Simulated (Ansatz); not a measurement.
# Sc3B2Sb: from a guess to a relaxed structure

Aim: relax a trial structure of Sc3B2Sb and see where it ends.

Program: Ansatz 0.2.0. Level of theory: DFT PBE, scalar-relativistic, plane waves, PAW. These are calculated values, not measurements.

## 1. The structure to begin with

It takes space group R-3m (No. 166, trigonal). Conventional cell: a = 5.420 Å, b = 5.420 Å, c = 11.952 Å, α = 90.00°, β = 90.00°, γ = 120.00°. Around Sc (site symmetry 2/m) lie 2 Sb at 2.53 Å and 4 Sc at 2.71 Å and 6 B at 2.91 to 3.11 Å. B (site symmetry 3m) has 9 Sc at 2.91 to 3.11 Å and 3 Sb at 3.16 Å in its first shell of neighbours. Around Sb (site symmetry -3m) lie 6 Sc at 2.53 Å and 6 B at 3.16 Å.

Coordinates:

```
Sc B Sb
1.0
     2.70979    1.56450    3.98399
    -2.70979    1.56450    3.98399
     0.00000   -3.12900    3.98399
Sc B Sb
3 2 1
Direct
  0.50000 0.50000 0.00000
  0.00000 0.50000 0.50000
  0.50000 0.00000 0.50000
  0.87205 0.87205 0.87205
  0.12795 0.12795 0.12795
  0.50000 0.50000 0.50000
```

A structure generator made this guess: species swapped into a database cell of Ca2GePd3 (R-3m, No. 166), with B on the Ca sites, Sb on the Ge sites and Sc on the Pd sites. Lengths come from tabulated atomic sizes and are only a guess.

## 2. The guess as it stands, on a coarse mesh

The input, input.yaml:

```yaml
crystal:
  lattice:
    - [2.70979034, 1.56449818, 3.98398678]
    - [-2.70979034, 1.56449818, 3.98398678]
    - [0.0, -3.12899636, 3.98398678]
  atoms:
    - { symbol: Sc, position: [0.5, 0.5, 0.0] }
    - { symbol: Sc, position: [0.0, 0.5, 0.5] }
    - { symbol: Sc, position: [0.5, 0.0, 0.5] }
    - { symbol: B, position: [0.87205046, 0.87205046, 0.87205046] }
    - { symbol: B, position: [0.12794954, 0.12794954, 0.12794954] }
    - { symbol: Sb, position: [0.5, 0.5, 0.5] }
basis:
  ecutwfc: 420
kpoints:
  mp_grid: { grid: [6, 6, 6] }
hamiltonian:
  xc: pbe
scf:
  occupations: { method: gaussian, width: 0.1 }
  lower_state_search: "off"
output:
  forces: true
  stress: true
  eigenvalues: true
```

Run with:

```console
$ ansatz run input.yaml --threads 1 --pin off --max-ram 2560MiB --backend cpu --events-out ev --progress --plain --runs-dir out
```

Further runs follow: rough relaxation on the coarse mesh; spin check on a coarse mesh; final relaxation.

**Question.** What will these runs give? Wanted: conventional cell; volume; energy over the elements; gap on the mesh.

As calculated:

| quantity | value |
| --- | --- |
| symmetry at the end (tolerance 0.05 Å) | space group R-3m (No. 166) |
| conventional cell | a = 6.715 Å, b = 6.715 Å, c = 10.409 Å, α = 90.00°, β = 90.00°, γ = 120.00° |
| volume | 22.58 Å³/atom |
| energy over the elements | +0.63 eV/atom |
| gap on the mesh | none (metal) |

What this shows: The space group R-3m (No. 166) is kept, and the volume per atom grows by 33.7 % from the first guess. With a positive formation energy it can't be a ground state. No finished test with a distortion of lower symmetry is shown, so the end may be a saddle point. Spin-orbit coupling is left out for Sb. Other magnetic orders were not searched.
